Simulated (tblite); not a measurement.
# CH7FGeNSi: the cost of one run

Computed with tblite 0.8.0 and PySCF 2.14.0; each step states its level. No surroundings beyond the atoms listed, unless a continuum is named. Atoms count from 0, parts from 1.

### Step 1. Starting point

12 atoms, charge 0, multiplicity 2; geometry: distance geometry start.

### Step 2. Relaxing the cluster with GFN2-xTB

Job settings and geometry (Å):

```
{"job": {"kind": "relax", "xc": "GFN2-xTB", "basis": "xTB"}, "charge": 0, "multiplicity": 2}
Ge    -1.206579     0.365825    -0.974865
N      0.300830     0.853813     0.093431
Si     1.738844    -0.217861     0.012014
C     -0.785654    -0.763701    -2.468506
F     -2.683033     0.015242    -0.112828
H      0.511741     1.865726     0.160488
H      2.386992    -0.234540     1.293711
H      2.646381     0.242008    -0.980417
H      1.327101    -1.541068    -0.303323
H     -1.085332    -1.753193    -2.283077
H     -1.329195    -0.445571    -3.317947
H      0.225519    -0.737521    -2.660471
```

Method: GFN2-xTB geometry optimisation, gas phase.

Launch:

```
OMP_NUM_THREADS=1 python cluster_run.py task.json out
```

One launch serves the whole session: the jobs run in the order shown.

Q: Estimate the wall time of this first job on 1 thread of Arm Neoverse V1, shared host.

About 4 s.
